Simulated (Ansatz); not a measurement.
# B₂Ge (singlet): from Hartree-Fock to the top rungs, cc-pVDZ

Aim: climb from Hartree-Fock through coupled cluster and multireference methods for B₂Ge (singlet) at one geometry and basis, and see what each rung misses.

Program: Ansatz 0.2.0, Gaussian basis. Level of theory: cc-pVDZ, core rule «outside noble gas», up to 16 orbitals frozen. These are calculated values, not measurements.

To be run: UHF; CCSD(T) on RHF; CCSD(T) on UHF; BCCD(T) on RHF; CISD; CCSDT(Q) on RHF; CCSDT(Q) on UHF; CCSDTQ on RHF; CASSCF and MRCISD+Q, 10 electrons in 12 orbitals; CASSCF and NEVPT2, 10 electrons in 12 orbitals.

4 further runs of the same task are left out: 4 set aside as unsound or not needed.

**1. The system**

The geometry is a PBE0/def2-TZVP stationary point (not a proven minimum). No spin-orbit coupling is included. The filled d shell of Ge may be among the frozen orbitals whatever the setting's name suggests; the logs give the count.

3 atoms, charge 0, spin multiplicity 1.

Atoms are counted from 1 here; the program's logs count them from 0.

Bond lengths: B1–B2 1.505 Å, B1–Ge3 1.996 Å, B2–Ge3 1.996 Å. Angles: B2–B1–Ge3 67.8°, B1–B2–Ge3 67.8°, B1–Ge3–B2 44.3°.

As a file:

```xyz
3
charge 0, multiplicity 1
B     0.00000    0.75256    1.42450
B     0.00000   -0.75256    1.42450
Ge    0.00000    0.00000   -0.42401
```

**2. UHF**

The input, in.yaml:

```yaml
crystal:
  periodic: [false, false, false]
  atoms:
    - {symbol: B, position_ang: [0.000000, 0.752557, 1.424497]}
    - {symbol: B, position_ang: [0.000000, -0.752557, 1.424497]}
    - {symbol: Ge, position_ang: [0.000000, 0.000000, -0.424015]}
basis:
  gaussian: {orbitals: cc-pVDZ}
magnetization: {spin_polarized: true, initial_magnetization: 0}
hamiltonian: {xc: hf}
output: {orbitals: {seedname: orbitals}}
```

Launch:

```
$ ansatz run in.yaml --threads 1 --pin off --events-out ev --progress --plain --max-ram 2816MiB --backend cpu
```

Further steps of the session: CCSD(T) on RHF; CCSD(T) on UHF; BCCD(T) on RHF; CISD; CCSDT(Q) on RHF; CCSDT(Q) on UHF; CCSDTQ on RHF; CASSCF and MRCISD+Q, 10 electrons in 12 orbitals; CASSCF and NEVPT2, 10 electrons in 12 orbitals.

Q: Predict the results of all the runs planned. Wanted: RCCSDTQ below the RHF energy; RMP2 from RCCSDTQ; UMP2 from RCCSDTQ; RCCSD from RCCSDTQ; RCCSD(T) from RCCSDTQ; UCCSD(T) from RCCSDTQ; RCCSDT(Q) from RCCSDTQ; UCCSDT(Q) from RCCSDTQ; NEVPT2 valence from RCCSDTQ.

The runs gave:

| quantity | value |
| --- | --- |
| RCCSDTQ below the RHF energy | -8.2045 eV |
| RMP2 from RCCSDTQ | +1261.2 meV |
| UMP2 from RCCSDTQ | +2243.0 meV |
| RCCSD from RCCSDTQ | +779.1 meV |
| RCCSD(T) from RCCSDTQ | +55.0 meV |
| UCCSD(T) from RCCSDTQ | +327.0 meV |
| RCCSDT(Q) from RCCSDTQ | -26.5 meV |
| UCCSDT(Q) from RCCSDTQ | -9.5 meV |
| NEVPT2 valence from RCCSDTQ | +667.9 meV |
| MRCISD+Q valence from RCCSDTQ | -4.5 meV |
| levels within 1 kcal/mol (43 meV) | RCCSDT(Q), UCCSDT(Q), MRCISD+Q valence |
| T1 diagnostic | 0.077 |
| effectively unpaired electrons | 0.43 |

What this shows: RCCSD(T) misses by +55.0 meV, 0.7 % of the correlation energy. CCSD(T) misses by +55.0 meV on the restricted determinant and by +327.0 meV on the unrestricted one; the two need not hold the same state or core. The occupations show some static correlation. Of the multireference levels listed MRCISD+Q valence comes nearest in total energy (-4.5 meV), which doesn't show that its space is the better one. These misses are within one basis, not against nature.
